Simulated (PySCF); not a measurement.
# C9H15OPSe: the cost of one run

Programs: PySCF 2.14.0, with routines of our own; each step states its level. All values are computed. Atoms count from 0.

## (1) The starting structure

27 atoms, charge 0, multiplicity 1; geometry from: GFN2-xTB.

## (2) Vibronic structure: TDDFT CAM-B3LYP/cc-pVDZ

Job settings and geometry (Å):

```
{"job": {"kind": "vib", "xc": "CAM-B3LYP", "basis": "cc-pVDZ", "tda": false}, "charge": 0, "multiplicity": 1}
Se    -0.821847     1.226489    -2.472507
P     -0.605431     0.324567    -0.594693
C      1.096560     0.240003    -0.011530
C      1.640600     0.885162     1.015163
C      3.122140     0.686467     1.077551
C      3.403811    -0.382879     0.004904
C      2.126541    -0.469369    -0.847225
C     -1.262240    -1.396461    -0.524910
C     -2.784160    -1.300060    -0.645921
O     -3.372436    -0.588188     0.414679
C     -3.085814     0.788160     0.392794
C     -1.623678     1.094141     0.730051
H      1.120471     1.500530     1.729984
H      3.624463     1.630559     0.849895
H      3.449296     0.374161     2.070777
H      3.596992    -1.343669     0.482091
H      4.272066    -0.128469    -0.598824
H      2.233799     0.049749    -1.803172
H      1.839567    -1.499861    -1.065397
H     -0.858696    -1.970518    -1.361355
H     -0.975874    -1.864485     0.419578
H     -3.233007    -2.296545    -0.614687
H     -3.036525    -0.825541    -1.607768
H     -3.749596     1.238522     1.135839
H     -3.322000     1.209988    -0.597300
H     -1.456551     2.173195     0.733536
H     -1.358347     0.670774     1.700609
```

Method: TDDFT CAM-B3LYP/cc-pVDZ vertical-gradient vibronic structure (displaced harmonic oscillators, Condon), gas phase.

Started as:

```
$ OMP_NUM_THREADS=1 python excited_run.py task.json out
```

The driver reads the jobs from task.json and runs them one after another.

Q: Estimate the wall time and peak memory of this first job on 1 thread of Arm Neoverse V1, shared host.

About 5.3 min, with a peak of 2.4 GiB.
